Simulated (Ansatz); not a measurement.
# Co3Si: further runs on the relaxed cell

An exercise on one series of results from a longer session: the logs are not shown, and one member is left open.

Computed with Ansatz 0.2.0 (DFT PBEsol, scalar-relativistic, plane waves, PAW, unless a step's input says otherwise).

1 further run of the same task is left out (set aside as unsound or not needed). Runs told in other sessions of the task aren't counted.

### The structure to begin with

The structure is hexagonal, space group P6_3/mmc (No. 194). The conventional cell has a = 4.889 Å, b = 4.889 Å, c = 3.904 Å, α = 90.00°, β = 90.00°, γ = 120.00°. Around Co (site symmetry mm2) lie 8 Co at 2.41 to 2.45 Å and 4 Si at 2.41 to 2.44 Å. Si (site symmetry -6m2) is surrounded by 12 Co at 2.41 to 2.44 Å.

Coordinates:

```
Co Si
1.0
     4.88913    0.00000    0.00000
    -2.44457    4.23411    0.00000
     0.00000    0.00000    3.90407
Co Si
6 2
Direct
  0.16642 0.33284 0.75000
  0.66716 0.83358 0.75000
  0.16642 0.83358 0.75000
  0.83358 0.66716 0.25000
  0.33284 0.16642 0.25000
  0.83358 0.16642 0.25000
  0.66667 0.33333 0.75000
  0.33333 0.66667 0.25000
```

It goes back to an entry of the Materials Project, which need not be the stable form.

It is the result of an earlier relaxation at this level (volume 10.10 Å³/atom; gap on the mesh: none (metal)).

Set-up of the first run:

File input.yaml:

```yaml
crystal:
  lattice:
    - [4.8397416043, 0.0, 0.0]
    - [-2.4198708022, 4.1913391771, 0.0]
    - [0.0, 0.0, 3.8646356125]
  atoms:
    - { symbol: Co, position: [0.166418912, 0.3328378239, 0.75] }
    - { symbol: Co, position: [0.6671621761, 0.833581088, 0.75] }
    - { symbol: Co, position: [0.166418912, 0.833581088, 0.75] }
    - { symbol: Co, position: [0.833581088, 0.6671621761, 0.25] }
    - { symbol: Co, position: [0.3328378239, 0.166418912, 0.25] }
    - { symbol: Co, position: [0.833581088, 0.166418912, 0.25] }
    - { symbol: Si, position: [0.6666666667, 0.3333333333, 0.75] }
    - { symbol: Si, position: [0.3333333333, 0.6666666667, 0.25] }
basis:
  ecutwfc: 420
kpoints:
  mp_grid: { grid: [12, 12, 10] }
hamiltonian:
  xc: pbesol
scf:
  occupations: { method: gaussian, width: 0.1 }
output:
  forces: true
  stress: true
  eigenvalues: true
relax:
  adjacent_minimum: "off"
  f_tol: 0.01
  max_steps: 30
  cell: { stress_tol: 0.1, fix: [volume] }
```

Started as:

```sh
$ ansatz run input.yaml --threads 2 --pin off --max-ram 5120MiB --backend cpu --events-out ev --progress --plain --runs-dir out
```

Among the steps run: Point at V/V0 = 0.97; The cell scaled to 1.03 of its volume; Point at V/V0 = 0.94; The cell scaled to 1.06 of its volume; The cell scaled to 0.91 of its volume; The cell scaled to 1.10 of its volume; Volume × 0.88.

One of the session's tables, all rows but one given; the rest of the session is left out.

It belongs to the step «Energy against volume». 

```
volume (Å³/atom)  energy above the lowest point (meV/atom)  pressure (GPa)
           8.890                                     156.7           46.73
           9.193                                      82.8           31.96
           9.496                                      34.6           19.48
           9.799                                       8.1            8.92
          10.102                                       0.0            0.00
          10.405                                       7.4           -7.55
          10.708                                         ?               ?
          11.113                                      72.4          -20.91
```

**Question.** Estimate the row for volume (Å³/atom) = 10.708.

Worked estimate for «energy above the lowest point (meV/atom)». A straight line through the neighbours (10.405, 7.4) and (11.113, 72.4) gives 7.4 + (72.4 − 7.4) × (10.708 − 10.405) / (11.113 − 10.405) = 35.2; a parabola fitted to 3 rows on both sides gives 27.0.

As computed: energy above the lowest point (meV/atom): 28.0; pressure (GPa): -13.93. In «energy above the lowest point (meV/atom)» the line misses by +7.2 and the parabola by -1.0.

Limits of these values: Spin polarisation is off in the runs that give these values; a magnetic solution could lie lower. Warnings in the runs' records: seeded moment not kept.
